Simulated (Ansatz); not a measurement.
# FH₉O₃Si₄ + HF: a complex and its separated parts, part 2 of 3

Ansatz 0.2.0, Gaussian basis. The steps go on from the part before.

**5. PBE-D4/def2-TZVPP**

The inputs:

parta/in.yaml

```yaml
crystal:
  periodic: [false, false, false]
  atoms:
    - {symbol: Si, position_ang: [0.607833, 0.185120, 0.850424]}
    - {symbol: O, position_ang: [1.605784, -0.304701, -0.309454]}
    - {symbol: Si, position_ang: [2.056985, -1.540621, -1.290495]}
    - {symbol: O, position_ang: [-0.109150, 1.564375, 0.444879]}
    - {symbol: Si, position_ang: [-0.116421, 2.893694, -0.515760]}
    - {symbol: O, position_ang: [-0.485597, -0.950622, 1.162635]}
    - {symbol: Si, position_ang: [-1.969147, -1.317470, 1.760161]}
    - {symbol: F, position_ang: [1.457605, 0.439433, 2.159552]}
    - {symbol: H, position_ang: [2.114141, -2.810198, -0.523843]}
    - {symbol: H, position_ang: [1.081254, -1.676049, -2.401118]}
    - {symbol: H, position_ang: [3.395575, -1.219132, -1.838098]}
    - {symbol: H, position_ang: [0.201609, 2.508351, -1.914058]}
    - {symbol: H, position_ang: [-1.472097, 3.489057, -0.453912]}
    - {symbol: H, position_ang: [0.887214, 3.872626, -0.030217]}
    - {symbol: H, position_ang: [-2.226488, -2.748805, 1.475503]}
    - {symbol: H, position_ang: [-2.999951, -0.478367, 1.098955]}
    - {symbol: H, position_ang: [-1.999475, -1.079617, 3.224485]}
basis:
  gaussian: {orbitals: def2-TZVPP}
hamiltonian: {xc: pbe, dispersion: d4}
```

partb/in.yaml

```yaml
crystal:
  periodic: [false, false, false]
  atoms:
    - {symbol: H, position_ang: [-0.584659, -0.564578, -1.388004]}
    - {symbol: F, position_ang: [-1.444917, -0.262592, -1.511537]}
basis:
  gaussian: {orbitals: def2-TZVPP}
hamiltonian: {xc: pbe, dispersion: d4}
```

Command:

```sh
$ ansatz run in.yaml --threads 4 --pin off --events-out ev --progress --plain --max-ram 66560MiB --backend cuda --devices 0, --max-vram 37GiB   # in parta
$ ansatz run in.yaml --threads 4 --pin off --events-out ev --progress --plain --max-ram 66560MiB --backend cpu   # in partb
```

parta printed, shortened:

```text
Functional definition: PBE
  name "PBE"
  cite "Perdew, Burke & Ernzerhof, Phys. Rev. Lett. 77, 3865 (1996) doi:10.1103/PhysRevLett.77.3865"
  parent pbe
[...]
2292 factors; their error is unknown
[...]
mean field -40503.28989860 eV, -1488.4684496575 hartree, gradient 6.9e-5 eV, S^2 0.000000; 0 other end points of the search recorded, 0 dependent functions left out
reference -40503.28996290 eV, -1488.4684520207 hartree; 49, 49 occupied and 369, 369 virtual orbitals, 2292 factors
Total energy: -40503.78482482 eV, -1488.4866378608 hartree
```

Output in partb, shortened:

```text
[... 4 set-up lines as earlier in the session ...]
[...]
215 factors; their error is unknown
[...]
mean field -2731.84359259 eV, -100.3934003178 hartree, gradient 4.8e-5 eV, S^2 0.000000; 0 other end points of the search recorded, 0 dependent functions left out
reference -2731.84360470 eV, -100.3934007627 hartree; 5, 5 occupied and 40, 40 virtual orbitals, 215 factors
Total energy: -2731.84549859 eV, -100.3934703618 hartree
```

Wall times: 6 s (parta, 1 × a share of an NVIDIA H100 with 4 threads of AMD EPYC 7R13, shared host), 0.15 s (partb, 4 threads of AMD EPYC 7R13, shared host).

**6. BLYP-D4/def2-TZVPP**

Each input of step 5 (parta, partb) changes in the same lines:

```diff
-hamiltonian: {xc: pbe, dispersion: d4}
+hamiltonian: {xc: {name: BLYP}, dispersion: d4}
```

Command:

```sh
$ ansatz run in.yaml --threads 4 --pin off --events-out ev --progress --plain --max-ram 66560MiB --backend cuda --devices 0, --max-vram 37GiB   # in parta
$ ansatz run in.yaml --threads 4 --pin off --events-out ev --progress --plain --max-ram 66560MiB --backend cpu   # in partb
```

Log of parta, shortened:

```text
Functional definition: BLYP
  name "BLYP"
  cite "Becke, Phys. Rev. A 38, 3098 (1988) doi:10.1103/PhysRevA.38.3098"
  cite "Lee, Yang & Parr, Phys. Rev. B 37, 785 (1988) doi:10.1103/PhysRevB.37.785"
[...]
2292 factors; their error is unknown
[...]
mean field -40527.68384053 eV, -1489.3649104887 hartree, gradient 5.0e-5 eV, S^2 0.000000; 0 other end points of the search recorded, 0 dependent functions left out
reference -40527.68436639 eV, -1489.3649298137 hartree; 49, 49 occupied and 369, 369 virtual orbitals, 2292 factors
Total energy: -40528.72794177 eV, -1489.4032805015 hartree
```

partb printed, shortened:

```text
[... 4 set-up lines as earlier in the session ...]
[...]
215 factors; their error is unknown
[...]
mean field -2734.23794163 eV, -100.4813910218 hartree, gradient 3.9e-5 eV, S^2 0.000000; 0 other end points of the search recorded, 0 dependent functions left out
reference -2734.23806523 eV, -100.4813955643 hartree; 5, 5 occupied and 40, 40 virtual orbitals, 215 factors
Total energy: -2734.24264724 eV, -100.4815639498 hartree
```

Wall times: 5.5 s (parta, 1 × a share of an NVIDIA H100 with 4 threads of AMD EPYC 7R13, shared host), 0.15 s (partb, 4 threads of AMD EPYC 7R13, shared host).

**7. r2SCAN-D4/def2-TZVPP**

The same edit goes into each in.yaml of step 6 (parta, partb):

```diff
-hamiltonian: {xc: {name: BLYP}, dispersion: d4}
+hamiltonian: {xc: r2scan, dispersion: d4}
```

Command:

```sh
$ ansatz run in.yaml --threads 4 --pin off --events-out ev --progress --plain --max-ram 66560MiB --backend cuda --devices 0, --max-vram 37GiB   # in parta
$ ansatz run in.yaml --threads 4 --pin off --events-out ev --progress --plain --max-ram 66560MiB --backend cpu   # in partb
```

Log of parta, shortened:

```text
Functional definition: r2SCAN
  name "r2SCAN"
  cite "Furness, Kaplan, Ning, Perdew & Sun, J. Phys. Chem. Lett. 11, 8208 (2020) doi:10.1021/acs.jpclett.0c02405"
  cite "Furness, Kaplan, Ning, Perdew & Sun, J. Phys. Chem. Lett. 11, 9248 (2020) doi:10.1021/acs.jpclett.0c03077"
  parent r2scan
[...]
2292 factors; their error is unknown
[...]
mean field -40522.78017460 eV, -1489.1847040898 hartree, gradient 6.3e-5 eV, S^2 0.000000; 0 other end points of the search recorded, 0 dependent functions left out
reference -40522.78019475 eV, -1489.1847048300 hartree; 49, 49 occupied and 369, 369 virtual orbitals, 2292 factors
Total energy: -40522.91538730 eV, -1489.1896730648 hartree
```

Output in partb, shortened:

```text
[... 5 set-up lines as earlier in the session ...]
[...]
215 factors; their error is unknown
[...]
mean field -2733.29261893 eV, -100.4466510536 hartree, gradient 6.5e-6 eV, S^2 0.000000; 0 other end points of the search recorded, 0 dependent functions left out
reference -2733.29262211 eV, -100.4466511704 hartree; 5, 5 occupied and 40, 40 virtual orbitals, 215 factors
Total energy: -2733.29307965 eV, -100.4466679845 hartree
```

They took 6.5 s (parta, 1 × a share of an NVIDIA H100 with 4 threads of AMD EPYC 7R13, shared host), 0.25 s (partb, 4 threads of AMD EPYC 7R13, shared host).

**8. B97M-V/def2-TZVPP**

Each input of step 7 (parta, partb) changes in the same lines:

```diff
-hamiltonian: {xc: r2scan, dispersion: d4}
+hamiltonian: {xc: {name: B97M-V}}
```

Command:

```sh
$ ansatz run in.yaml --threads 4 --pin off --events-out ev --progress --plain --max-ram 66560MiB --backend cuda --devices 0, --max-vram 37GiB   # in parta
$ ansatz run in.yaml --threads 4 --pin off --events-out ev --progress --plain --max-ram 66560MiB --backend cpu   # in partb
```

Log of parta, shortened:

```text
Functional definition: B97M-V
  name "B97M-V"
  cite "Mardirossian & Head-Gordon, J. Chem. Phys. 142, 074111 (2015) doi:10.1063/1.4907719"
  cite "Becke, J. Chem. Phys. 107, 8554 (1997) doi:10.1063/1.475007"
  cite "Vydrov & Van Voorhis, J. Chem. Phys. 133, 244103 (2010) doi:10.1063/1.3521275"
  # Of w^i u^j: cxij and so on, Table III.
[...]
  gx(w, u) = cx00 + cx01*u + cx02*u^2 + (cx10 + cx11*u)*w
[...]
  gos(w, u) = cos00 + cos01*u + cos03*u^3 + cos10*w + cos32*w^3*u^2
[...]
      + integral(e_c_pw_mod_opposite_spin*gos(b97_w_opposite, b97_u_opposite)) + vv10(b, c)
2292 factors; their error is unknown
[...]
mean field -40518.91994186 eV, -1489.0428431530 hartree, gradient 4.2e-5 eV, S^2 0.000000; 0 other end points of the search recorded, 0 dependent functions left out
reference -40518.92004041 eV, -1489.0428467745 hartree; 49, 49 occupied and 369, 369 virtual orbitals, 2292 factors
Total energy: -40518.92004041 eV, -1489.0428467745 hartree
```

partb printed, shortened:

```text
[... 5 set-up lines as earlier in the session ...]
  # Of w^i u^j: cxij and so on, Table III.
[...]
  gx(w, u) = cx00 + cx01*u + cx02*u^2 + (cx10 + cx11*u)*w
[...]
  gos(w, u) = cos00 + cos01*u + cos03*u^3 + cos10*w + cos32*w^3*u^2
[...]
      + integral(e_c_pw_mod_opposite_spin*gos(b97_w_opposite, b97_u_opposite)) + vv10(b, c)
215 factors; their error is unknown
[...]
mean field -2733.38837266 eV, -100.4501699380 hartree, gradient 2.3e-5 eV, S^2 0.000000; 0 other end points of the search recorded, 0 dependent functions left out
reference -2733.38839037 eV, -100.4501705890 hartree; 5, 5 occupied and 40, 40 virtual orbitals, 215 factors
Total energy: -2733.38839037 eV, -100.4501705890 hartree
```

Times: 9 s (parta, 1 × a share of an NVIDIA H100 with 4 threads of AMD EPYC 7R13, shared host), 0.2 s (partb, 4 threads of AMD EPYC 7R13, shared host).

**9. PBE0-D4/def2-TZVPP**

The same edit goes into each in.yaml of step 8 (parta, partb):

```diff
-hamiltonian: {xc: {name: B97M-V}}
+hamiltonian: {xc: pbe0, dispersion: d4}
+output: {orbitals: {seedname: orbitals}}
```

Command:

```sh
$ ansatz run in.yaml --threads 4 --pin off --events-out ev --progress --plain --max-ram 66560MiB --backend cuda --devices 0, --max-vram 37GiB   # in parta
$ ansatz run in.yaml --threads 4 --pin off --events-out ev --progress --plain --max-ram 66560MiB --backend cpu   # in partb
```

Output in parta, shortened:

```text
[... 5 set-up lines as earlier in the session ...]
[...]
2304 factors; their error is unknown
[...]
mean field -40506.85397213 eV, -1488.5994269440 hartree, gradient 1.5e-5 eV, S^2 0.000000; 0 other end points of the search recorded, 0 dependent functions left out
reference -40506.85402079 eV, -1488.5994287323 hartree; 49, 49 occupied and 369, 369 virtual orbitals, 2304 factors
Total energy: -40507.28482003 eV, -1488.6152603123 hartree
```

Log of partb, shortened:

```text
[... 5 set-up lines as earlier in the session ...]
[...]
215 factors; their error is unknown
[...]
mean field -2731.86111774 eV, -100.3940443549 hartree, gradient 4.0e-5 eV, S^2 0.000000; 0 other end points of the search recorded, 0 dependent functions left out
reference -2731.86112645 eV, -100.3940446751 hartree; 5, 5 occupied and 40, 40 virtual orbitals, 215 factors
Total energy: -2731.86263975 eV, -100.3941002876 hartree
```

Times: 6 s (parta, 1 × a share of an NVIDIA H100 with 4 threads of AMD EPYC 7R13, shared host), 0.15 s (partb, 4 threads of AMD EPYC 7R13, shared host).

**10. B3LYP-D4/def2-TZVPP**

Each input of step 9 (parta, partb) changes in the same lines:

```diff
-hamiltonian: {xc: pbe0, dispersion: d4}
-output: {orbitals: {seedname: orbitals}}
+hamiltonian: {xc: {name: B3LYP}, dispersion: d4}
```

Command:

```sh
$ ansatz run in.yaml --threads 4 --pin off --events-out ev --progress --plain --max-ram 66560MiB --backend cuda --devices 0, --max-vram 37GiB   # in parta
$ ansatz run in.yaml --threads 4 --pin off --events-out ev --progress --plain --max-ram 66560MiB --backend cpu   # in partb
```

Log of parta, shortened:

```text
Functional definition: B3LYP
  name "B3LYP"
  cite "Stephens, Devlin, Chabalowski & Frisch, J. Phys. Chem. 98, 11623 (1994) doi:10.1021/j100096a001"
[... 2 set-up lines as earlier in the session ...]
  cite "Vosko, Wilk & Nusair, Can. J. Phys. 58, 1200 (1980) doi:10.1139/p80-159"
[...]
2304 factors; their error is unknown
[...]
mean field -40532.21460544 eV, -1489.5314130283 hartree, gradient 2.3e-5 eV, S^2 0.000000; 0 other end points of the search recorded, 0 dependent functions left out
reference -40532.21499976 eV, -1489.5314275193 hartree; 49, 49 occupied and 369, 369 virtual orbitals, 2304 factors
Total energy: -40533.00679250 eV, -1489.5605253654 hartree
```

Log of partb, shortened:

```text
[... 6 set-up lines as earlier in the session ...]
[...]
215 factors; their error is unknown
[...]
mean field -2734.54626029 eV, -100.4927215237 hartree, gradient 1.9e-5 eV, S^2 0.000000; 0 other end points of the search recorded, 0 dependent functions left out
reference -2734.54635113 eV, -100.4927248621 hartree; 5, 5 occupied and 40, 40 virtual orbitals, 215 factors
Total energy: -2734.54934085 eV, -100.4928347321 hartree
```

Times: 6 s (parta, 1 × a share of an NVIDIA H100 with 4 threads of AMD EPYC 7R13, shared host), 0.15 s (partb, 4 threads of AMD EPYC 7R13, shared host).

**11. r2SCAN0-D4/def2-TZVPP**

The same edit goes into each in.yaml of step 10 (parta, partb):

```diff
-hamiltonian: {xc: {name: B3LYP}, dispersion: d4}
+hamiltonian: {xc: {name: r2SCAN0}, dispersion: d4}
```

Command:

```sh
$ ansatz run in.yaml --threads 4 --pin off --events-out ev --progress --plain --max-ram 66560MiB --backend cuda --devices 0, --max-vram 37GiB   # in parta
$ ansatz run in.yaml --threads 4 --pin off --events-out ev --progress --plain --max-ram 66560MiB --backend cpu   # in partb
```

Output in parta, shortened:

```text
Functional definition: r2SCAN0
  name "r2SCAN0"
  cite "Bursch, Neugebauer, Ehlert & Grimme, J. Chem. Phys. 156, 134105 (2022) doi:10.1063/5.0086040"
[... 3 set-up lines as earlier in the session ...]
[...]
2304 factors; their error is unknown
[...]
mean field -40521.25919254 eV, -1489.1288090298 hartree, gradient 2.0e-5 eV, S^2 0.000000; 0 other end points of the search recorded, 0 dependent functions left out
reference -40521.25920856 eV, -1489.1288096186 hartree; 49, 49 occupied and 369, 369 virtual orbitals, 2304 factors
Total energy: -40521.42005615 eV, -1489.1347206585 hartree
```

Log of partb, shortened:

```text
[... 6 set-up lines as earlier in the session ...]
[...]
215 factors; their error is unknown
[...]
mean field -2732.94545871 eV, -100.4338931505 hartree, gradient 6.6e-5 eV, S^2 0.000000; 0 other end points of the search recorded, 0 dependent functions left out
reference -2732.94546117 eV, -100.4338932409 hartree; 5, 5 occupied and 40, 40 virtual orbitals, 215 factors
Total energy: -2732.94596314 eV, -100.4339116881 hartree
```

They took 4 s (parta, 1 × a share of an NVIDIA H100 with 4 threads of AMD EPYC 7R13, shared host), 0.25 s (partb, 4 threads of AMD EPYC 7R13, shared host).

**12. BHLYP-D4/def2-TZVPP**

The same edit goes into each in.yaml of step 11 (parta, partb):

```diff
-hamiltonian: {xc: {name: r2SCAN0}, dispersion: d4}
+hamiltonian: {xc: {name: BHLYP}, dispersion: d4}
```

Command:

```sh
$ ansatz run in.yaml --threads 4 --pin off --events-out ev --progress --plain --max-ram 66560MiB --backend cuda --devices 0, --max-vram 37GiB   # in parta
$ ansatz run in.yaml --threads 4 --pin off --events-out ev --progress --plain --max-ram 66560MiB --backend cpu   # in partb
```

parta printed, shortened:

```text
Functional definition: BHLYP
  name "BHLYP"
  cite "Becke, J. Chem. Phys. 98, 1372 (1993) doi:10.1063/1.464304"
[... 2 set-up lines as earlier in the session ...]
[...]
2477 factors; their error is unknown
[...]
mean field -40526.40279119 eV, -1489.3178327938 hartree, gradient 3.4e-5 eV, S^2 0.000000; 0 other end points of the search recorded, 0 dependent functions left out
reference -40526.40305901 eV, -1489.3178426360 hartree; 49, 49 occupied and 369, 369 virtual orbitals, 2477 factors
Total energy: -40527.04749246 eV, -1489.3415251286 hartree
```

partb printed, shortened:

```text
[... 5 set-up lines as earlier in the session ...]
[...]
234 factors; their error is unknown
[...]
mean field -2733.43313168 eV, -100.4518148017 hartree, gradient 1.2e-5 eV, S^2 0.000000; 0 other end points of the search recorded, 0 dependent functions left out
reference -2733.43319222 eV, -100.4518170264 hartree; 5, 5 occupied and 40, 40 virtual orbitals, 234 factors
Total energy: -2733.43492019 eV, -100.4518805281 hartree
```

Times: 3.5 s (parta, 1 × a share of an NVIDIA H100 with 4 threads of AMD EPYC 7R13, shared host), 0.15 s (partb, 4 threads of AMD EPYC 7R13, shared host).

**13. CAM-B3LYP-D4/def2-TZVPP**

The same edit goes into each in.yaml of step 12 (parta, partb):

```diff
-hamiltonian: {xc: {name: BHLYP}, dispersion: d4}
+hamiltonian: {xc: {name: CAM-B3LYP}, dispersion: d4}
```

Command:

```sh
$ ansatz run in.yaml --threads 4 --pin off --events-out ev --progress --plain --max-ram 66560MiB --backend cuda --devices 0, --max-vram 37GiB   # in parta
$ ansatz run in.yaml --threads 4 --pin off --events-out ev --progress --plain --max-ram 66560MiB --backend cpu   # in partb
```

Output in parta, shortened:

```text
Functional definition: CAM-B3LYP
  name "CAM-B3LYP"
  cite "Yanai, Tew & Handy, Chem. Phys. Lett. 393, 51 (2004) doi:10.1016/j.cplett.2004.06.011"
  cite "Iikura, Tsuneda, Yanai & Hirao, J. Chem. Phys. 115, 3540 (2001) doi:10.1063/1.1383587"
[... 2 set-up lines as earlier in the session ...]
[...]
2304 factors; their error is unknown
558 factors; integrals over basis functions are off by at most 1.5e-5 eV
[...]
mean field -40528.26401279 eV, -1489.3862314259 hartree, gradient 8.7e-5 eV, S^2 0.000000; 0 other end points of the search recorded, 0 dependent functions left out
reference -40528.26420439 eV, -1489.3862384671 hartree; 49, 49 occupied and 369, 369 virtual orbitals, 2304 factors
Total energy: -40528.71120320 eV, -1489.4026653704 hartree
```

Output in partb, shortened:

```text
[... 6 set-up lines as earlier in the session ...]
[...]
  # Exact exchange under (alpha + beta erf(omega r))/r, Becke's under what is left of 1/r.
[...]
215 factors; their error is unknown
48 factors; integrals over basis functions are off by at most 4.9e-5 eV
[...]
mean field -2733.85902819 eV, -100.4674662098 hartree, gradient 6.2e-5 eV, S^2 0.000000; 0 other end points of the search recorded, 0 dependent functions left out
reference -2733.85907232 eV, -100.4674678316 hartree; 5, 5 occupied and 40, 40 virtual orbitals, 215 factors
Total energy: -2733.86051265 eV, -100.4675207626 hartree
```

They took 5.5 s (parta, 1 × a share of an NVIDIA H100 with 4 threads of AMD EPYC 7R13, shared host), 0.2 s (partb, 4 threads of AMD EPYC 7R13, shared host).

**14. wB97X-V/def2-TZVPP**

Each input of step 13 (parta, partb) changes in the same lines:

```diff
-hamiltonian: {xc: {name: CAM-B3LYP}, dispersion: d4}
+hamiltonian: {xc: {name: wB97X-V}}
```

Command:

```sh
$ ansatz run in.yaml --threads 4 --pin off --events-out ev --progress --plain --max-ram 66560MiB --backend cuda --devices 0, --max-vram 37GiB   # in parta
$ ansatz run in.yaml --threads 4 --pin off --events-out ev --progress --plain --max-ram 66560MiB --backend cpu   # in partb
```

parta printed, shortened:

```text
Functional definition: wB97X-V
  name "wB97X-V"
  cite "Mardirossian & Head-Gordon, Phys. Chem. Chem. Phys. 16, 9904 (2014) doi:10.1039/C3CP54374A"
[... 2 set-up lines as earlier in the session ...]
[...]
      + integral(e_c_pw_opposite_spin*poly(b97_u_opposite, cos0, cos1)) + vv10(b, c)
2304 factors; their error is unknown
505 factors; integrals over basis functions are off by at most 1.1e-5 eV
[...]
mean field -40521.87144384 eV, -1489.1513088502 hartree, gradient 5.1e-5 eV, S^2 0.000000; 0 other end points of the search recorded, 0 dependent functions left out
reference -40521.87144057 eV, -1489.1513087300 hartree; 49, 49 occupied and 369, 369 virtual orbitals, 2304 factors
Total energy: -40521.87144057 eV, -1489.1513087300 hartree
```

Output in partb, shortened:

```text
[... 5 set-up lines as earlier in the session ...]
[...]
      + integral(e_c_pw_opposite_spin*poly(b97_u_opposite, cos0, cos1)) + vv10(b, c)
215 factors; their error is unknown
48 factors; integrals over basis functions are off by at most 2.2e-5 eV
[...]
mean field -2733.49560705 eV, -100.4541107292 hartree, gradient 1.0e-5 eV, S^2 0.000000; 0 other end points of the search recorded, 0 dependent functions left out
reference -2733.49560646 eV, -100.4541107074 hartree; 5, 5 occupied and 40, 40 virtual orbitals, 215 factors
Total energy: -2733.49560646 eV, -100.4541107074 hartree
```

They took 4.6 s (parta, 1 × a share of an NVIDIA H100 with 4 threads of AMD EPYC 7R13, shared host), 0.25 s (partb, 4 threads of AMD EPYC 7R13, shared host).

**15. wB97M-V/def2-TZVPP**

Each input of step 14 (parta, partb) changes in the same lines:

```diff
-hamiltonian: {xc: {name: wB97X-V}}
+hamiltonian: {xc: {name: wB97M-V}}
```

Command:

```sh
$ ansatz run in.yaml --threads 4 --pin off --events-out ev --progress --plain --max-ram 66560MiB --backend cuda --devices 0, --max-vram 37GiB   # in parta
$ ansatz run in.yaml --threads 4 --pin off --events-out ev --progress --plain --max-ram 66560MiB --backend cpu   # in partb
```

parta printed, shortened:

```text
Functional definition: wB97M-V
  name "wB97M-V"
  cite "Mardirossian & Head-Gordon, J. Chem. Phys. 144, 214110 (2016) doi:10.1063/1.4952647"
[... 2 set-up lines as earlier in the session ...]
  # Of w^i u^j: cxij and so on, Table III.
[...]
  gx(w, u) = 1 - cx + cx01*u + cx10*w
[...]
      + integral(e_c_pw_mod_opposite_spin*gos(b97_w_opposite, b97_u_opposite)) + vv10(b, c)
2304 factors; their error is unknown
505 factors; integrals over basis functions are off by at most 1.1e-5 eV
[...]
mean field -40524.90056183 eV, -1489.2626268830 hartree, gradient 4.6e-5 eV, S^2 0.000000; 0 other end points of the search recorded, 0 dependent functions left out
reference -40524.90064137 eV, -1489.2626298060 hartree; 49, 49 occupied and 369, 369 virtual orbitals, 2304 factors
Total energy: -40524.90064137 eV, -1489.2626298060 hartree
```

Output in partb, shortened:

```text
[... 5 set-up lines as earlier in the session ...]
  # Of w^i u^j: cxij and so on, Table III.
[...]
  gx(w, u) = 1 - cx + cx01*u + cx10*w
[...]
      + integral(e_c_pw_mod_opposite_spin*gos(b97_w_opposite, b97_u_opposite)) + vv10(b, c)
215 factors; their error is unknown
48 factors; integrals over basis functions are off by at most 2.2e-5 eV
[...]
mean field -2733.67553277 eV, -100.4607228773 hartree, gradient 1.2e-5 eV, S^2 0.000000; 0 other end points of the search recorded, 0 dependent functions left out
reference -2733.67554743 eV, -100.4607234163 hartree; 5, 5 occupied and 40, 40 virtual orbitals, 215 factors
Total energy: -2733.67554743 eV, -100.4607234163 hartree
```

Times: 4.6 s (parta, 1 × a share of an NVIDIA H100 with 4 threads of AMD EPYC 7R13, shared host), 0.3 s (partb, 4 threads of AMD EPYC 7R13, shared host).

[end of part 2 of 3]
